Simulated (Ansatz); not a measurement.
# Cd (Cadmium): the cost of one run

Method: DFT r2SCAN, scalar-relativistic, plane waves, PAW, in Ansatz 0.2.0.

1 further run of the same task is left out (set aside as unsound or not needed).

### Step 1. The starting structure

Symmetry: P6_3/mmc, No. 194, hexagonal system. The conventional cell has a = 2.962 Å, b = 2.962 Å, c = 5.797 Å, α = 90.00°, β = 90.00°, γ = 120.00°. Cd (site symmetry -6m2) has 12 Cd at 2.96 to 3.37 Å as nearest neighbours.

Coordinates:

```
CELL_PARAMETERS angstrom
2.96178 0.00000 0.00000
-1.48089 2.56498 0.00000
0.00000 0.00000 5.79703
ATOMIC_POSITIONS crystal
Cd 0.33333 0.66667 0.25000
Cd 0.66667 0.33333 0.75000
```

This cell was relaxed beforehand with the same method: volume 22.02 Å³/atom, gap on the mesh none (metal).

### Step 2. Electronic structure at the relaxed geometry

Contents of input.yaml:

```yaml
crystal:
  lattice:
    - [2.9617834797, 0.0, 0.0]
    - [-1.4808917399, 2.5649797339, 0.0]
    - [0.0, 0.0, 5.7970272038]
  atoms:
    - { symbol: Cd, position: [0.3333333333, 0.6666666667, 0.25] }
    - { symbol: Cd, position: [0.6666666667, 0.3333333333, 0.75] }
basis:
  ecutwfc: 500
kpoints:
  mp_grid: { grid: [18, 18, 8] }
  band_path:
    path:
      - [[0.0, 0.0, 0.0], [0.5, 0.0, 0.0], [0.33333333, 0.33333333, 0.0], [0.0, 0.0, 0.0], [0.0, 0.0, 0.5], [0.5, 0.0, 0.5], [0.33333333, 0.33333333, 0.5], [0.0, 0.0, 0.5]]
      - [[0.5, 0.0, 0.5], [0.5, 0.0, 0.0]]
      - [[0.33333333, 0.33333333, 0.5], [0.33333333, 0.33333333, 0.0]]
    npoints: 14
hamiltonian:
  xc: r2scan
scf:
  occupations: { method: gaussian, width: 0.1 }
  n_extra_bands: 6
output:
  forces: true
  stress: true
  eigenvalues: true
  populations: true
  dos: { projected: true, de: 0.02, nscf_kmesh: { grid: [27, 27, 12] } }
  bader: true
```

On the command line:

```
$ ansatz run input.yaml --threads 1 --pin off --max-ram 2560MiB --backend cpu --events-out ev --progress --plain --runs-dir out
```

**Question.** How long does this run take on 1 thread of an Arm CPU, shared host, and how much memory does it need?

About 59 s, with a peak of 0.71 GiB.
